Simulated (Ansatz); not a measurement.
# RbVF3: the cost of one run

Computed with Ansatz 0.2.0 (DFT LDA+U (U_eff = 7 eV on V d), plane waves, PAW, unless a step's input says otherwise).

1 further run of the same task is left out (it didn't finish).

### Step 1. The structure to begin with

The structure is cubic, space group Pm-3m (No. 221). Conventional cell: a = 4.182 Å, b = 4.182 Å, c = 4.182 Å, α = 90.00°, β = 90.00°, γ = 90.00°. Rb (site symmetry m-3m) is surrounded by 12 F at 2.96 Å. V (site symmetry m-3m) is surrounded by 6 F at 2.09 Å. F (site symmetry 4/mmm) is surrounded by 2 V at 2.09 Å and 4 Rb at 2.96 Å.

Structure file:

```
Rb V F
1.0
     4.18200    0.00000    0.00000
     0.00000    4.18200    0.00000
     0.00000    0.00000    4.18200
Rb V F
1 1 3
Direct
  0.00000 0.00000 0.00000
  0.50000 0.50000 0.50000
  0.50000 0.50000 0.00000
  0.00000 0.50000 0.50000
  0.50000 0.00000 0.50000
```

### Step 2. Ferromagnetic start, free, symmetry kept, no search

Input file input.yaml:

```yaml
crystal:
  lattice:
    - [4.18199968, 0.0, 0.0]
    - [0.0, 4.18199968, 0.0]
    - [0.0, 0.0, 4.18199968]
  atoms:
    - { symbol: Rb, position: [0.0, 0.0, 0.0] }
    - { symbol: V, position: [0.5, 0.5, 0.5], spin: 3.0 }
    - { symbol: F, position: [0.5, 0.5, 0.0] }
    - { symbol: F, position: [0.0, 0.5, 0.5] }
    - { symbol: F, position: [0.5, 0.0, 0.5] }
basis:
  ecutwfc: 420
  ecutrho_ratio: 4
kpoints:
  mp_grid: { grid: [5, 5, 5] }
hamiltonian:
  xc: lda
  hubbard: { sites: [{ site: 1, l: d, u_eff: 7.0 }] }
scf:
  occupations: { method: gaussian, width: 0.05 }
  lower_state_search: "off"
  max_iter: 150
output:
  forces: true
  stress: true
  eigenvalues: true
  populations: true
  hubbard: { sites: [{ site: 1, l: d }] }
magnetization:
  spin_polarized: true
```

Started as:

```
ansatz run input.yaml --threads 4 --pin off --max-ram 6144MiB --backend cpu --events-out ev --progress --plain --runs-dir out
```

Q: Estimate wall time and peak memory on 4 threads of Arm Neoverse V1, shared host.

About 2.5 s, with a peak of 0.38 GiB.
